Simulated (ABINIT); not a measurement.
# Mg (P6_3/mmc) in ABINIT: relaxation of cell and atoms with PBEsol

Aim: the relaxation of cell and atoms of Mg with PBEsol.

Everything below comes from runs of ABINIT 10.8.3 (patched build). Logs are shortened: lines on timing, memory, paths and dates and some standing lists are left out, and cuts for length are marked. The log counts tension as positive stress, the text compression.

### Step 1. The structure

The structure is hexagonal, space group P6_3/mmc (No. 194). The conventional cell has a = 3.177 Å, b = 3.177 Å, c = 10.319 Å, α = 90.00°, β = 90.00°, γ = 120.00°. Mg (site symmetry -6m2) has 12 Mg at 3.17 to 3.18 Å as nearest neighbours. Around Mg (site symmetry -3m) lie 12 Mg at 3.17 to 3.18 Å.

### Step 2. Relaxation of cell and atoms, PBEsol

The input, run.abi:

```
pp_dirpath "./"
pseudos "Mg.GGA_PBE-JTH.xml"

acell 3*1.0 Angstrom
rprim
     3.1768261656     0.0000000000     0.0000000000
    -1.5884130828     2.7512121628     0.0000000000
     0.0000000000     0.0000000000    10.3188620100
ntypat 1
znucl 12
natom 4
typat 1 1 1 1
chkprim 0
chksymtnons 0
tolsym 1.0e-6
xred
            2/3            1/3            3/4
            0.0            0.0            1/2
            1/3            2/3            1/4
            0.0            0.0            0.0

ecut 19.0
pawecutdg 38.0
pawxcdev 0
ecutsm 0.5

kptopt 1
ngkpt 8 8 2
nshiftk 1
shiftk 0.0 0.0 0.0

ixc -116133

nband 24
occopt 3
tsmear 0.05 eV

nstep 80
tolvrs 1.0e-10

iomode 3
prteig 0
prtebands 0
prtwf 0
prtden 0

ionmov 2
optcell 2
ntime 50
tolmxf 2.0e-5
dilatmx 1.08
```

Potentials or basis: JTH PAW PBE v2.0.

Run with:

```bash
$ abinit run.abi > log 2>&1
```

run.abo:

```text
.Version 10.8.3 of ABINIT
 Symmetries : space group P6_3/m m c (#194); Bravais hP (primitive hexag.)
================================================================================
 Values of the parameters that define the memory need of the present run
     intxc =       0    ionmov =       2      iscf =      17    lmnmax =       8
     lnmax =       4     mgfft =      90  mpssoang =       2    mqgrid =    5845
     natom =       4  nloc_mem =       2    nspden =       1   nspinor =       1
    nsppol =       1      nsym =      24    n1xccc =       1    ntypat =       1
    occopt =       3   xclevel =       2
       mpw =        3059          nfft =       65610          nkpt =          20
 PAW method is used; the additional fine FFT grid is defined by:
   mgfftf=       120    nfftf =    155520
================================================================================
================================================================================

--------------------------------------------------------------------------------
------------- Echo of variables that govern the present computation ------------
--------------------------------------------------------------------------------
 -outvars: echo values of preprocessed input variables --------
            acell      1.8897261259E+00  1.8897261259E+00  1.8897261259E+00 Bohr
              amu      2.43050000E+01
          chkprim           0
      chksymtnons           0
          dilatmx      1.08000000E+00
             ecut      1.90000000E+01 Hartree
           ecutsm      5.00000000E-01 Hartree
           ionmov           2
              ixc     -116133
         kptrlatt        8    0    0      0    8    0      0    0    2
          kptrlen      3.89996463E+01
            natom           4
            nband          24
            ngfft          27      27      90
          ngfftdg          36      36     120
             nkpt          20
            nstep          80
             nsym          24
            ntime          50
           ntypat           1
           occopt           3
          optcell           2
        pawecutdg      3.80000000E+01 Hartree
         pawxcdev           0
           prtden           0
        prtebands           0
           prteig           0
            prtwf           0
            rprim      3.1768261656E+00  0.0000000000E+00  0.0000000000E+00
                      -1.5884130828E+00  2.7512121628E+00  0.0000000000E+00
                       0.0000000000E+00  0.0000000000E+00  1.0318862010E+01
          spgroup         194
           tolmxf      2.00000000E-05
           tolsym      1.00000000E-06
           tolvrs      1.00000000E-10
           tsmear      1.83746611E-03 Hartree
            typat      1  1  1  1
           useylm           1
           xangst      1.5884130828E+00  9.1707072093E-01  7.7391465075E+00
                       0.0000000000E+00  0.0000000000E+00  5.1594310050E+00
                       2.7423411134E-16  1.8341414419E+00  2.5797155025E+00
                       0.0000000000E+00  0.0000000000E+00  0.0000000000E+00
            xcart      3.0016657013E+00  1.7330125007E+00  1.4624867347E+01
                       0.0000000000E+00  0.0000000000E+00  9.7499115650E+00
                       5.1822736482E-16  3.4660250013E+00  4.8749557825E+00
                       0.0000000000E+00  0.0000000000E+00  0.0000000000E+00
             xred      6.6666666667E-01  3.3333333333E-01  7.5000000000E-01
                       0.0000000000E+00  0.0000000000E+00  5.0000000000E-01
                       3.3333333333E-01  6.6666666667E-01  2.5000000000E-01
                       0.0000000000E+00  0.0000000000E+00  0.0000000000E+00
            znucl       12.00000

================================================================================

 chkinp: Checking input parameters for consistency.

================================================================================
== DATASET  1 ==================================================================

--- !DatasetInfo
iteration_state: {dtset: 1, }
dimensions: {natom: 4, nkpt: 20, mband: 24, nsppol: 1, nspinor: 1, nspden: 1, mpw: 3059, }
cutoff_energies: {ecut:  19.0, pawecutdg:  38.0, }
electrons: {nelect:   4.00000000E+01, charge:   0.00000000E+00, occopt:   3.00000000E+00, tsmear:   1.83746611E-03, }
meta: {optdriver: 0, ionmov: 2, optcell: 2, iscf: 17, paral_kgb: 0, }
...

 Real(R)+Recip(G) space primitive vectors, cartesian coordinates (Bohr,Bohr^-1):
[... 29 lines left out ...]

=== [ionmov= 2] Broyden-Fletcher-Goldfarb-Shanno method (forces)
================================================================================

--- Iteration: ( 1/50) Internal Cycle: (1/1)
--------------------------------------------------------------------------------

---SELF-CONSISTENT-FIELD CONVERGENCE--------------------------------------------
[... 654 lines left out ...]
 Difference of energy with previous step (new-old):
           Absolute (Ha)=-7.48825E-08
           Relative     =-2.95096E-10

 At Broyd/MD step   6, gradients are converged :
  max grad (force/stress) = 3.7441E-06 < tolmxf= 2.0000E-05 ha/bohr (free atoms)

================================================================================

 ----iterations are completed or convergence reached----

 Mean square residual over all n,k,spin=   36.622E-14; max=  10.311E-11
 reduced coordinates (array xred) for    4 atoms
       0.666666666667      0.333333333333      0.750000000000
      -0.000000000000     -0.000000000000      0.500000000000
       0.333333333333      0.666666666667      0.250000000000
      -0.000000000000     -0.000000000000      0.000000000000
 rms dE/dt=  3.2591E-29; max dE/dt=  3.3658E-29; dE/dt below (all hartree)
    1      -0.000000000000     -0.000000000000      0.000000000000
    2       0.000000000000      0.000000000000      0.000000000000
    3      -0.000000000000      0.000000000000      0.000000000000
    4       0.000000000000      0.000000000000      0.000000000000

 cartesian coordinates (angstrom) at end:
    1      1.58137292285657     0.91300608269488     7.81146681278467
    2      0.00000000000000    -0.00000000000000     5.20764454185644
    3      0.00000000000000     1.82601216538977     2.60382227092822
    4      0.00000000000000    -0.00000000000000     0.00000000000000

 cartesian forces (hartree/bohr) at end:
    1      0.00000000000000     0.00000000000000    -0.00000000000000
    2     -0.00000000000000    -0.00000000000000     0.00000000000000
    3      0.00000000000000    -0.00000000000000     0.00000000000000
    4     -0.00000000000000    -0.00000000000000     0.00000000000000
 frms,max,avg= 5.7667932E-30 1.6663232E-29   0.000E+00  0.000E+00  0.000E+00 h/b

 cartesian forces (eV/Angstrom) at end:
    1      0.00000000000000     0.00000000000000    -0.00000000000000
    2     -0.00000000000000    -0.00000000000000     0.00000000000000
    3      0.00000000000000    -0.00000000000000     0.00000000000000
    4     -0.00000000000000    -0.00000000000000     0.00000000000000
 frms,max,avg= 2.9654043E-28 8.5685782E-28   0.000E+00  0.000E+00  0.000E+00 e/A
 length scales=  5.976723454250  5.976723454223 19.682043890374 bohr
              =  3.162745845713  3.162745845699 10.415289083713 angstroms
 Fermi (or HOMO) energy (hartree) =   0.15893   Average Vxc (hartree)=  -0.30880
 Eigenvalues (hartree) for nkpt=  20  k points:
 kpt#   1, nband= 24, wtk=  0.00781, kpt=  0.0000  0.0000  0.0000 (reduced coord)
  -2.61625   -2.61625   -2.61567   -2.61567   -1.40202   -1.40163   -1.40102   -1.40075
  -1.40075   -1.40074   -1.40074   -1.40061   -1.40016   -1.40016   -1.40013   -1.40013
  -0.09579   -0.04502   -0.04487    0.09597    0.11127    0.34001    0.34031    0.57329
      occupation numbers for kpt#   1
   2.00000    2.00000    2.00000    2.00000    2.00000    2.00000    2.00000    2.00000
   2.00000    2.00000    2.00000    2.00000    2.00000    2.00000    2.00000    2.00000
   2.00000    2.00000    2.00000    2.00000    2.00000    0.00000    0.00000    0.00000
 prteigrs : prtvol=0 or 1, do not print more k-points.

--- !EnergyTerms
iteration_state     : {dtset: 1, itime: 6, icycle: 1, }
comment             : Components of total free energy in Hartree
kinetic             :  1.38243032660195E+01
hartree             :  6.03150144516162E+01
xc                  : -4.69364509269030E+00
Ewald energy        : -1.08185389575390E+02
psp_core            :  3.04823351603349E+00
local_psp           : -1.81850044906470E+02
PAW spherical_terms : -3.62146739046568E+01
internal            : -2.53756202245538E+02
'-kT*entropy'       : -1.71219989804414E-04
total_energy        : -2.53756373465528E+02
total_energy_eV     : -6.90506269074989E+03
...

--- !EnergyTermsDC
iteration_state     : {dtset: 1, itime: 6, icycle: 1, }
comment             : '"Double-counting" decomposition of free energy'
band_energy         : -5.40735580191550E+01
Ewald energy        : -1.08185389575390E+02
psp_core            :  3.04823351603349E+00
xc_dc               : -5.89039554325635E+01
PAW spherical_terms : -3.56415328649891E+01
internal            : -2.53756202376064E+02
'-kT*entropy'       : -1.71219989804414E-04
total_energy_dc     : -2.53756373596054E+02
total_energy_dc_eV  : -6.90506269430169E+03
...

--- !EnergyTermsWithPAWCore
iteration_state     : {dtset: 1, itime: 6, icycle: 1, }
comment             : 'Components of total free energy, including PAW core contributions'
Total energy        : -7.99610690776460E+02
Total energy DC     : -7.99610690906986E+02
Total energy (eV)   : -2.17585153531339E+04
Total energy DC (eV): -2.17585153566857E+04
...

 Cartesian components of stress tensor (hartree/bohr^3)
  sigma(1 1)= -3.74409778E-08  sigma(3 2)=  0.00000000E+00
  sigma(2 2)= -3.74409170E-08  sigma(3 1)=  0.00000000E+00
  sigma(3 3)= -3.58656809E-08  sigma(2 1)=  0.00000000E+00

-Cartesian components of stress tensor (GPa)         [Pressure=  1.0861E-03 GPa]
- sigma(1 1)= -1.10155160E-03  sigma(3 2)=  0.00000000E+00
- sigma(2 2)= -1.10154981E-03  sigma(3 1)=  0.00000000E+00
- sigma(3 3)= -1.05520476E-03  sigma(2 1)=  0.00000000E+00

== END DATASET(S) ==============================================================
================================================================================

 -outvars: echo values of variables after computation  --------
            acell      5.9767234543E+00  5.9767234542E+00  1.9682043890E+01 Bohr
           etotal     -2.5375637360E+02
            fcart      7.0394057771E-31  1.6663231563E-29 -4.0080233009E-32
                      -2.1118217331E-30 -4.4706231024E-30  1.3360077670E-32
                       3.5197028885E-30 -7.7219853587E-30  1.3360077670E-32
                      -2.1118217331E-30 -4.4706231024E-30  1.3360077670E-32
            rprim      1.0000000000E+00  0.0000000000E+00  0.0000000000E+00
                      -5.0000000000E-01  8.6602540378E-01  0.0000000000E+00
                       0.0000000000E+00  0.0000000000E+00  1.0000000000E+00
           strten     -3.7440977845E-08 -3.7440917029E-08 -3.5865680939E-08
                       0.0000000000E+00  0.0000000000E+00  0.0000000000E+00
           xangst      1.5813729229E+00  9.1300608269E-01  7.8114668128E+00
                       1.3417665133E-44 -2.5206441033E-28  5.2076445419E+00
                       3.8711145531E-17  1.8260121654E+00  2.6038222709E+00
                       1.3417665133E-44 -2.5206441033E-28  6.3672916135E-32
             xred      6.6666666667E-01  3.3333333333E-01  7.5000000000E-01
                      -4.6013642025E-29 -9.2027284049E-29  5.0000000000E-01
                       3.3333333333E-01  6.6666666667E-01  2.5000000000E-01
                      -4.6013642025E-29 -9.2027284049E-29  6.1134084348E-33
 Calculation completed.
```

It took 5 min on 1 thread of AMD EPYC 7R43 (Zen 3), shared host; peak memory 0.14 GiB.

Results:

```
Free energy                            : -6905.0627 eV
Relaxed volume                         : 22.56 Å³/atom
Relaxed cell                           : a = 3.163 Å, b = 3.163 Å, c = 10.415 Å, α = 90.00°, β = 90.00°, γ = 120.00°
Space group after relaxing (to 0.05 Å) : P6_3/mmc (No. 194)
Energy gained by relaxing              : 0.7 meV/atom
Ionic steps                            : 6
Pressure after relaxing                : 0.0 GPa
Band gap on the k mesh                 : none (metal or under the smearing width)
```

The path:
```
step  energy change (eV)  largest force (eV/Å)  pressure (GPa)  volume (Å³)
   1              0.0000                0.0000            0.00        90.19
   2             -0.0005                0.0000            0.00        90.19
   3             -0.0029                0.0000            0.03        90.18
   4             -0.0030                0.0000            0.02        90.18
   5             -0.0030                0.0000            0.02        90.19
   6             -0.0030                0.0000            0.00        90.23
```

Final structure:
```
CELL_PARAMETERS angstrom
3.16275 0.00000 0.00000
-1.58137 2.73902 0.00000
0.00000 0.00000 10.41529
ATOMIC_POSITIONS crystal
Mg 0.66667 0.33333 0.75000
Mg 0.00000 0.00000 0.50000
Mg 0.33333 0.66667 0.25000
Mg 0.00000 0.00000 0.00000
```

Caveat: the PAW data sets were made with another functional, which shifts forces and pressure a little.
